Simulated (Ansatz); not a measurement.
# Br3HOSi: a ladder of functionals and wavefunction methods

One table from this session's results is given with a row withheld; the runs are named, their logs left out.

The runs use Ansatz 0.2.0, Gaussian basis; functionals in def2-TZVPP, the program's frozen cores in correlated methods.

Plan: LDA (SPW92), PBE-D4, revPBE-D4, BLYP-D4, r2SCAN-D4, B97M-V, PBE0-D4, B3LYP-D4, r2SCANh-D4, r2SCAN0-D4, HSE06-D4, BHLYP-D4, CAM-B3LYP-D4, LC-ωPBE, ωB97X-V, ωB97M-V, B2PLYP, PBE-QIDH; CCSD(T)/def2-SVP; CCSD(T)/def2-TZVPP; MP2/def2-QZVPP; extrapolation to the limit; RPA on PBE.

**Structure used throughout**

All runs share one geometry, relaxed beforehand with PBE0-D4 in a triple-zeta def2 set.

SMILES `O[Si](Br)(Br)Br`, 6 atoms, charge 0, spin multiplicity 1.

Atoms are counted from 1 here; the program's logs count them from 0.

Bond lengths: O1–Si2 1.620 Å, O1–H6 0.960 Å, Si2–Br3 2.202 Å, Si2–Br4 2.202 Å, Si2–Br5 2.185 Å. Angles: Si2–O1–H6 117.9°, O1–Si2–Br3 111.0°, O1–Si2–Br4 111.0°, O1–Si2–Br5 106.3°, Br3–Si2–Br4 108.0°, Br3–Si2–Br5 110.3°, Br4–Si2–Br5 110.3°.

Set-up of the first run:

Contents of in.yaml:

```yaml
crystal:
  periodic: [false, false, false]
  atoms:
    - {symbol: O, position_ang: [-0.845092, 0.397926, 0.993150]}
    - {symbol: Si, position_ang: [0.172582, 0.069432, -0.223580]}
    - {symbol: Br, position_ang: [1.986817, -0.935834, 0.516043]}
    - {symbol: Br, position_ang: [-0.777897, -1.246547, -1.711538]}
    - {symbol: Br, position_ang: [0.686842, 1.990148, -1.129351]}
    - {symbol: H, position_ang: [-1.181151, -0.339226, 1.509075]}
basis:
  gaussian: {orbitals: def2-TZVPP}
hamiltonian: {xc: lda}
output: {orbitals: {seedname: orbitals}}
```

Run with:

```console
ansatz run in.yaml --threads 4 --pin off --events-out ev --progress --plain --max-ram 11315MiB
```

Steps of the session up to this table: LDA; PBE-D4 (GGA); revPBE-D4 (GGA); BLYP-D4 (GGA); r2SCAN-D4 (meta-GGA); B97M-V (meta-GGA); PBE0-D4 (hybrid); B3LYP-D4 (hybrid); r2SCANh-D4 (hybrid); r2SCAN0-D4 (hybrid); HSE06-D4 (hybrid); BHLYP-D4 (hybrid); CAM-B3LYP-D4 (range-separated); LC-ωPBE (range-separated); ωB97X-V (range-separated); ωB97M-V (range-separated); B2PLYP (double hybrid); PBE-QIDH (double hybrid).

One of the session's tables, all rows but one given; the rest of the session is left out.

It belongs to the step «Frontier levels by functional». 

```
  functional  HOMO (eV)  gap (eV)
 LDA (SPW92)      -7.40      5.25
      PBE-D4      -7.23      5.36
   revPBE-D4      -7.17      5.41
     BLYP-D4      -7.04      5.26
   r2SCAN-D4      -7.59      6.02
      B97M-V          ?         ?
     PBE0-D4      -8.52      7.55
    B3LYP-D4      -8.24      7.02
  r2SCANh-D4      -8.05      6.80
  r2SCAN0-D4      -8.75      7.96
    HSE06-D4      -8.13      6.78
    BHLYP-D4      -9.63      9.66
CAM-B3LYP-D4      -9.82      9.90
     LC-ωPBE     -11.23     12.54
     ωB97X-V     -10.85     12.06
     ωB97M-V     -10.70     11.68
```

Estimate the missing values for B97M-V.

The run gave: HOMO (eV): -7.65; gap (eV): 6.20. In the column «HOMO (eV)» it lies between r2SCANh-D4 (-8.05) and r2SCAN-D4 (-7.59).
